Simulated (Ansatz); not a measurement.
# C2H9BOSi: the cost of one run

Program: Ansatz 0.2.0. Level of theory: RKS PBE-D4/def2-SVP. These are calculated values, not measurements.

## (1) Starting point

Bond lengths: B1–O2 1.449 Å, O2–C3 1.406 Å, C3–Si4 1.891 Å, Si4–C5 1.912 Å, B1–H6 1.152 Å, B1–H7 1.216 Å, C3–H8 1.155 Å, C3–H9 1.084 Å, Si4–H10 1.491 Å, Si4–H11 1.383 Å, C5–H12 1.095 Å, C5–H13 1.078 Å, C5–H14 1.123 Å. Angles (14 of 22 angles, heavy atoms first): B1–O2–C3 107.4°, O2–C3–Si4 107.7°, C3–Si4–C5 106.7°, O2–B1–H6 124.8°, O2–B1–H7 117.9°, O2–C3–H8 108.3°, O2–C3–H9 112.4°, Si4–C3–H8 103.8°, Si4–C3–H9 113.2°, C3–Si4–H10 106.4°, C3–Si4–H11 112.0°, C5–Si4–H10 107.2°, C5–Si4–H11 111.6°, Si4–C5–H12 109.8°.

Coordinates:

```xyz
14

B    -0.1844    1.7254    2.0388
O     0.2314    1.1358    0.7820
C     0.0173   -0.2510    0.8775
Si    0.7069   -1.0473   -0.6929
C    -0.3743   -0.4283   -2.1427
H     0.5187    1.9588    2.9206
H    -1.3276    2.1320    2.1262
H     0.6948   -0.6646    1.7161
H    -1.0224   -0.4977    1.0595
H     0.4685   -2.5136   -0.5610
H     2.0414   -0.7395   -0.8864
H    -1.4279   -0.6489   -1.9403
H    -0.0816   -0.8796   -3.0773
H    -0.2738    0.6893   -2.1912
```

## (2) End point A

The input, input.yaml:

```yaml
crystal:
  periodic: [false, false, false]
  atoms:
    - { symbol: B, position_ang: [-0.1844, 1.7254, 2.0388] }
    - { symbol: O, position_ang: [0.2314, 1.1358, 0.782] }
    - { symbol: C, position_ang: [0.0173, -0.251, 0.8775] }
    - { symbol: Si, position_ang: [0.7069, -1.0473, -0.6929] }
    - { symbol: C, position_ang: [-0.3743, -0.4283, -2.1427] }
    - { symbol: H, position_ang: [0.5187, 1.9588, 2.9206] }
    - { symbol: H, position_ang: [-1.3276, 2.132, 2.1262] }
    - { symbol: H, position_ang: [0.6948, -0.6646, 1.7161] }
    - { symbol: H, position_ang: [-1.0224, -0.4977, 1.0595] }
    - { symbol: H, position_ang: [0.4685, -2.5136, -0.561] }
    - { symbol: H, position_ang: [2.0414, -0.7395, -0.8864] }
    - { symbol: H, position_ang: [-1.4279, -0.6489, -1.9403] }
    - { symbol: H, position_ang: [-0.0816, -0.8796, -3.0773] }
    - { symbol: H, position_ang: [-0.2738, 0.6893, -2.1912] }
basis:
  gaussian: { orbitals: def2-SVP }
hamiltonian:
  xc: pbe
  dispersion: d4
relax:
  f_tol: 0.015
  max_steps: 40
output:
  orbitals: {}
```

Launch:

```bash
$ ansatz run input.yaml --threads 2 --pin off --max-ram 3072MiB --backend cpu --events-out ev --progress --plain --runs-dir out
```

**Question.** How long does this run take on 2 threads of Arm Neoverse V2, shared host, and how much memory does it need?

About 48 s, with a peak of 0.15 GiB.
